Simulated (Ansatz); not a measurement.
# C6H12O: a ladder of functionals and wavefunction methods

The task here is to estimate one member of a computed series from the others.

Program: Ansatz 0.2.0, Gaussian basis. Level of theory: functionals in def2-TZVPP, the program's frozen cores in correlated methods. These are calculated values, not measurements.

Levels to be run: LDA (SPW92), PBE-D4, revPBE-D4, BLYP-D4, r2SCAN-D4, B97M-V, PBE0-D4, B3LYP-D4, r2SCANh-D4, r2SCAN0-D4, HSE06-D4, BHLYP-D4, CAM-B3LYP-D4, LC-ωPBE, ωB97X-V, ωB97M-V, B2PLYP, PBE-QIDH; CCSD(T)/def2-SVP; CCSD(T)/def2-TZVPP; MP2/def2-QZVPP; extrapolation to the limit; RPA on PBE.

## Structure used throughout

An earlier PBE0-D4 in a triple-zeta def2 set relaxation fixed the geometry.

19 atoms, charge 0, spin multiplicity 1.

Atoms are counted from 1 here; the program's logs count them from 0.

Bond lengths: C1–C2 1.505 Å, C1–H8 1.089 Å, C1–H9 1.093 Å, C1–H10 1.095 Å, C2–O3 1.206 Å, C2–C4 1.512 Å, C4–C5 1.521 Å, C4–H11 1.098 Å, C4–H12 1.099 Å, C5–C6 1.522 Å, C5–C7 1.521 Å, C5–H13 1.095 Å, C6–H14 1.095 Å, C6–H15 1.093 Å, C6–H16 1.091 Å, C7–H17 1.095 Å, C7–H18 1.093 Å, C7–H19 1.093 Å. Angles: C2–C1–H8 110.3°, C2–C1–H9 111.2°, C2–C1–H10 108.9°, H8–C1–H9 110.4°, H8–C1–H10 109.1°, H9–C1–H10 106.9°, C1–C2–O3 121.7°, C1–C2–C4 116.0°, O3–C2–C4 122.3°, C2–C4–C5 115.1°, C2–C4–H11 109.0°, C2–C4–H12 105.7°, C5–C4–H11 111.0°, C5–C4–H12 110.4°, H11–C4–H12 105.0°, C4–C5–C6 111.1°, C4–C5–C7 110.5°, C4–C5–H13 107.2° and more.

Set-up of the first run:

File in.yaml:

```yaml
crystal:
  periodic: [false, false, false]
  atoms:
    - {symbol: C, position_ang: [-1.158481, -2.595442, -0.374365]}
    - {symbol: C, position_ang: [-0.868796, -1.165362, -0.744840]}
    - {symbol: O, position_ang: [-1.551693, -0.566100, -1.538522]}
    - {symbol: C, position_ang: [0.332606, -0.537375, -0.076198]}
    - {symbol: C, position_ang: [0.408114, 0.977980, -0.176208]}
    - {symbol: C, position_ang: [-0.679503, 1.636647, 0.660217]}
    - {symbol: C, position_ang: [1.787357, 1.471874, 0.233427]}
    - {symbol: H, position_ang: [-1.884790, -3.023530, -1.063041]}
    - {symbol: H, position_ang: [-0.244041, -3.193920, -0.364083]}
    - {symbol: H, position_ang: [-1.567584, -2.622654, 0.640682]}
    - {symbol: H, position_ang: [0.370611, -0.864767, 0.970771]}
    - {symbol: H, position_ang: [1.211500, -0.997163, -0.550159]}
    - {symbol: H, position_ang: [0.234859, 1.242087, -1.224686]}
    - {symbol: H, position_ang: [-0.555285, 1.389750, 1.720218]}
    - {symbol: H, position_ang: [-0.636791, 2.724609, 0.568280]}
    - {symbol: H, position_ang: [-1.673058, 1.313902, 0.344983]}
    - {symbol: H, position_ang: [2.005435, 1.209520, 1.273938]}
    - {symbol: H, position_ang: [2.572089, 1.036459, -0.391167]}
    - {symbol: H, position_ang: [1.855552, 2.559084, 0.147255]}
basis:
  gaussian: {orbitals: def2-TZVPP}
hamiltonian: {xc: lda}
output: {orbitals: {seedname: orbitals}}
```

On the command line:

```sh
$ ansatz run in.yaml --threads 2 --pin off --events-out ev --progress --plain --max-ram 32768MiB --backend cuda --devices 0, --max-vram 18GiB
```

Among the steps run: LDA; PBE-D4 (GGA); revPBE-D4 (GGA); BLYP-D4 (GGA); r2SCAN-D4 (meta-GGA); B97M-V (meta-GGA); B3LYP-D4 (hybrid); r2SCANh-D4 (hybrid); r2SCAN0-D4 (hybrid); HSE06-D4 (hybrid); BHLYP-D4 (hybrid); CAM-B3LYP-D4 (range-separated); LC-ωPBE (range-separated); ωB97X-V (range-separated); ωB97M-V (range-separated); B2PLYP (double hybrid); PBE-QIDH (double hybrid).

One of the session's tables, all rows but one given; the rest of the session is left out.

It belongs to the step «Orbital energies across the functionals». 

| functional | HOMO (eV) | gap (eV) |
| --- | --- | --- |
| LDA (SPW92) | -5.74 | 4.01 |
| PBE-D4 | -5.57 | 4.09 |
| revPBE-D4 | -5.50 | 4.11 |
| BLYP-D4 | ? | ? |
| r2SCAN-D4 | -5.86 | 4.64 |
| B97M-V | -6.05 | 4.93 |
| PBE0-D4 | -7.15 | 6.85 |
| B3LYP-D4 | -6.92 | 6.34 |
| r2SCANh-D4 | -6.46 | 5.67 |
| r2SCAN0-D4 | -7.36 | 7.21 |
| HSE06-D4 | -6.74 | 6.05 |
| BHLYP-D4 | -8.69 | 9.66 |
| CAM-B3LYP-D4 | -8.62 | 9.53 |
| LC-ωPBE | -9.91 | 12.07 |
| ωB97X-V | -9.61 | 11.67 |
| ωB97M-V | -9.56 | 11.51 |

**Question.** Estimate the row for BLYP-D4.

Worked estimate for «HOMO (eV)». Against the share of exact exchange, B3LYP-D4 (0.2, -6.92), BHLYP-D4 (0.5, -8.69) give a slope of -5.90 per unit share; at 0 the line stands at -5.74.

**Answer.** HOMO (eV): -5.49; gap (eV): 4.12. In «HOMO (eV)» the line misses by -0.25.
